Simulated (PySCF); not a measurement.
# C5H8O3Si: the cost of one run

Programs: PySCF 2.14.0, with routines of our own; each step states its level. All values are computed. Atoms count from 0.

## (1) The starting structure

17 atoms, charge 0, multiplicity 1; geometry from: GFN2-xTB.

## (2) Magnetic properties: GIAO PBE0/pcSseg-1

Job settings and geometry (Å):

```
{"job": {"kind": "mag", "xc": "PBE0", "basis": "pcSseg-1", "isotopologues": 0}, "charge": 0, "multiplicity": 1}
C      3.401031     0.647907    -0.014562
C      2.018785     0.232610     0.038889
C      0.863837    -0.112183     0.077910
Si    -0.900402    -0.671617     0.178438
O     -1.510862    -0.911134    -1.313380
C     -0.967520    -2.263335     1.236159
O     -0.648187    -3.340778     0.796192
O     -1.859578     0.344964     0.988434
C     -2.226411     1.650491     0.640332
H      3.501455     1.661325     0.373160
H      3.758101     0.624615    -1.043664
H      4.012505    -0.024480     0.586554
H     -1.182801    -1.614725    -1.867194
H     -1.292114    -2.189630     2.293538
H     -1.349019     2.300474     0.629925
H     -2.936268     2.008472     1.386114
H     -2.689548     1.669054    -0.347293
```

Method: GIAO PBE0/pcSseg-1 magnetisability, rotational g tensor and spin-rotation constants, non-relativistic, gas phase.

The run is started by

```console
$ OMP_NUM_THREADS=1 python excited_run.py task.json out
```

This one command runs all jobs of the session in turn.

Q: Estimate the wall time and peak memory of this first job on 1 thread of Arm Neoverse V2, shared host.

About 40 s, with a peak of 0.88 GiB.
